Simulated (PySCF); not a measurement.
# In(OH)3: geometry, NMR shifts and electronic excitations

What NMR shifts and electronic excitations should In(OH)3 (`[OH][In]([OH])[OH]`) show?

Computed with PySCF 2.14.0, with density-fitted response routines of our own, on a single molecule in the gas phase. Atoms are numbered from 0 throughout.

## (1) The starting structure

7 atoms, charge 0, multiplicity 1; geometry from: GFN2-xTB.

Bonds of the start (Å): In0–O1 1.93, In0–O3 1.93, In0–O5 1.93, O1–H2 0.96, O3–H4 0.96, O5–H6 0.96.

## (2) Geometry optimisation at PBE0-D3(BJ)/def2-SVP

Job settings and geometry (Å):

```
{"job": {"xc": "PBE0", "basis": "def2-SVP", "d3": "d3bj", "grid": 1, "maxiter": 40, "kind": "geom"}, "charge": 0, "multiplicity": 1}
In    -0.000060    -0.000330     0.000860
O      1.842690     0.347700     0.463010
H      2.356590    -0.454930     0.375290
O     -1.300590     1.425700     0.077390
H     -0.877430     2.235270     0.362820
O     -0.541940    -1.773350    -0.542770
H     -1.479250    -1.780050    -0.736610
```

**Question.** This job is followed by: GIAO PBE0/pcSseg-1 In:def2-TZVP NMR shielding, non-relativistic, gas phase; TDDFT CAM-B3LYP/def2-SVPD, vertical, gas phase, core orbitals frozen in the response; GIAO B3LYP/pcSseg-1 In:def2-TZVP NMR shielding, non-relativistic, gas phase. What will the session give for the following? point group; rotational constants (main isotopes); 1H shifts against TMS (PBE0/def2-TZVP+pcSseg-1, means over atoms taken as alike); 17O shifts against H2O (PBE0/def2-TZVP+pcSseg-1, means over atoms taken as alike); lowest singlet (CAM-B3LYP/def2-SVPD); brightest single state of those computed; lowest triplet; vertical electron affinity (ΔSCF); range of the shift of O1.

**Answer**, as computed:

| quantity | value |
| --- | --- |
| point group | C3h |
| rotational constants (main isotopes) | 4.85, 4.83, 2.42 GHz |
| 1H shifts against TMS (PBE0/def2-TZVP+pcSseg-1, means over atoms taken as alike) | 1.70 ppm |
| 17O shifts against H2O (PBE0/def2-TZVP+pcSseg-1, means over atoms taken as alike) | 35.3 ppm |
| lowest singlet (CAM-B3LYP/def2-SVPD) | 5.28 eV (235 nm), f = 0.000 |
| brightest single state of those computed | state 10, 7.59 eV, f = 0.172 |
| lowest triplet | 4.86 eV |
| vertical electron affinity (ΔSCF) | 0.61 eV |
| range of the shift of O1 | 35.3 to 45.0 ppm |

What this shows: The optimisation took 4 steps and gained 0.135 eV; among the close pairs (by a distance rule), In0–O3 changed most, from 1.932 to 1.989 Å. At PBE0/def2-TZVP+pcSseg-1: The largest span, 108 ppm, is at O1, O3, O5, where the paramagnetic term is -86 ppm. The lowest singlet, at 5.28 eV, is HOMO→LUMO 0.91 and is dark; of the 10 states computed, the strongest absorption comes from states 9 to 10 together at 7.59 eV (the last computed, so partners may be missing). The lowest triplet lies 0.42 eV below the lowest singlet (triplets in Tamm-Dancoff, singlets in full TDDFT). Spin-orbit coupling, left out, mixes singlets and triplets in elements this heavy. Across the 2 runs the shift of O1 (with its like atoms) moves most, between 35.3 (PBE0/def2-TZVP+pcSseg-1) and 45.0 ppm (B3LYP/def2-TZVP+pcSseg-1). Spin-orbit coupling is left out, which matters for shieldings and couplings at and beside the heavy atoms.
